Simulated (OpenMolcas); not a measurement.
# Ta⁴⁺ in Cs2ZrCl6: CASSCF and CASPT2 levels and susceptibility

Which state of Ta⁴⁺ lies lowest among these ligands, how large is the field, and what χT follows?

Method: state-averaged CASSCF and CASPT2, spin-orbit coupling by RASSI with atomic mean-field integrals. Code: OpenMolcas 26.06.

### 1 The atom as given

```
Species                           : Ta⁴⁺ (tantalum, Z = 73, 69 electrons)
Basis                             : ANO-RCC-VDZP [7s6p4d2f1g], 176 functions with the ligands
Scalar Hamiltonian                : DKH2, point nucleus
Inactive shells                   : 1s 2s 2p 3s 3p 3d 4s 4p 4d 4f 5s 5p of the metal, and all ligand shells
Active space                      : 1 electron in 5 orbitals (5d)
Some configurations of this space : 5d
Orbitals                          : optimised for each spin and parity, averaged over all roots
```

The outer shells:

5d
```
5d [↑ ][  ][  ][  ][  ]
```

Ta⁴⁺ is taken with its 6 nearest chloride ions at 2.388 Å, on the cation site of Cs2ZrCl6 (a = 10.407 Å). The rest of the host is ab initio model potentials to 7.6 Å and point charges beyond; the distance is set by hand, nothing relaxes, and no local charge compensation is placed. Ligand basis ANO-RCC-VDZP.

```xyz
15

Ta    0.0000    0.0000    0.0000
Cl    2.3880    0.0000    0.0000
Cl    0.0000    2.3880    0.0000
Cl   -2.3880    0.0000    0.0000
Cl    0.0000   -2.3880    0.0000
Cl    0.0000    0.0000    2.3880
Cl    0.0000    0.0000   -2.3880
Cs    2.6018   -2.6018   -2.6018
Cs   -2.6018    2.6018    2.6018
Cs    2.6018   -2.6018    2.6018
Cs   -2.6018    2.6018   -2.6018
Cs    2.6018    2.6018   -2.6018
Cs   -2.6018   -2.6018    2.6018
Cs    2.6018    2.6018    2.6018
Cs   -2.6018   -2.6018   -2.6018
```

Each step is its own input file, run in one work folder so that later steps find the files of earlier ones. Labels, J, g values, rates, χT and fits are worked out afterwards by a script from the matrices that RASSI stores.

### 2 Basis and integrals

a.inp

```
&GATEWAY
Basis set
Ta.ANO-RCC-VDZP.
Ta1 0.0 0.0 0.0 Angstrom
End of basis
Basis set
Cl.ANO-RCC-VDZP.
L1 2.388000 0.000000 0.000000 Angstrom
L2 0.000000 2.388000 0.000000 Angstrom
L3 0.000000 0.000000 2.388000 Angstrom
End of basis
Basis set
Cs.EMB-AIMP.Seijo.0s.0s.ECP.Cs2ZrCl6.
PseudoCharge
* 4 symmetry-unique lattice sites within 7.6 angstrom
End of basis
Basis set
Cl.EMB-AIMP.Seijo.0s.0s.ECP.Cs2ZrCl6.
PseudoCharge
* 12 symmetry-unique lattice sites within 7.6 angstrom
End of basis
Basis set
Zr.EMB-AIMP.Seijo.0s.0s.ECP.Cs2ZrCl6.
PseudoCharge
* 6 symmetry-unique lattice sites within 7.6 angstrom
End of basis
Symmetry
XYZ
AngMom=0.0 0.0 0.0
AMFI
RICD
XField
1385 Angstrom 0
* Evjen-weighted lattice charges
&SEWARD
```

On the command line:

```sh
$ OMP_NUM_THREADS=1 MOLCAS_MEM=2457 MOLCAS_PROJECT=a pymolcas a.inp > a.log
```

### 3 Reference wave functions, doublets, 5 roots

a.inp

```
&RASSCF
FileOrb=start.orb
Symmetry=1
Spin=2
nActEl=1 0 0
Inactive=42 46
Ras2=5 0
CIRoot=5 5 1
SDav=5
CIMx=300
Iter=150 100
PrWF=0.3
OrbListing=Nothing
MaxOrb=0
LevShft=1.0
>>> COPY $Project.JobIph JOB001
```

start.orb holds start orbitals that the driver prepared beforehand, or those of the step before.

### 4 RASSI: spin-orbit coupling between the states

a.inp

```
&RASSI
NrOfJobIphs=1 5
1 2 3 4 5
IphNames
JOB001
EJob
SpinOrbit
DIPRint=1.0
SOCoupling=1000.0
Subsets=2
Property=9
'ANGMOM' 1 'ANGMOM' 2 'ANGMOM' 3 'MLTPL  1' 1 'MLTPL  1' 2 'MLTPL  1' 3
'AMFI' 1 'AMFI' 2 'AMFI' 3
SOProperty=3
'ANGMOM' 1 'ANGMOM' 2 'ANGMOM' 3
```

### 5 CASPT2: IPEA 0.25, imaginary shift 0.1 (56 orbitals frozen, the lowest in energy)

a.inp

```
>>> COPY JOB001 $Project.JobIph
&CASPT2
Multistate=5 1 2 3 4 5
NoMult
Frozen=29 27
IPEA=0.25
Imaginary=0.1
MaxIter=60
WThr=0.0 0.3 0.05
PrWF=0.5
NoMix
```

(Steps that only read results are left out.)

Q: Predict the outcome of this session. Wanted: spin-free ground state; first state of the same spin within the active space; lowest level; next level.

As calculated:

| quantity | value |
| --- | --- |
| method | SS-CASPT2, IPEA 0.25, imaginary shift 0.1 (56 orbitals frozen, the lowest in energy) |
| spin-free ground state | 2T2, 3-fold in its orbital part |
| first state of the same spin within the active space | 2E at 30200 cm⁻¹ |
| lowest level | 4-fold Γ8 |
| next level | 3312.5 cm⁻¹ |
| χT at 300 K | 0.05 cm³ K/mol |
| effective moment at 300 K | 0.60 μB |

Cost by method:

```tsv
method	time of its own steps	time with the reference
A. CASSCF	32 s	32 s
B. SS-CASPT2, IPEA 0.25, imaginary shift 0.1 (56 orbitals frozen, the lowest in energy)	37 s	68 s
```

Times are of one thread on a shared host.

In words: The spin-free ground state (2T2) is 3-fold and keeps the highest spin of the shell. χT at 300 K is 0.05, against 0.38 cm³ K/mol for the spin alone, so orbital moment lowers it. A ligand-field fit to the states below 45000 cm-1 gives 10Dq = 30158 cm-1, the gap between the two states. CASPT2 does not keep the components of a term degenerate, and the means are used. The frozen orbitals are chosen by energy, so an outer shell of the metal can be frozen while a deeper shell elsewhere is correlated. The bonds are covalent and no ligand orbital is active, so the numbers are rough.
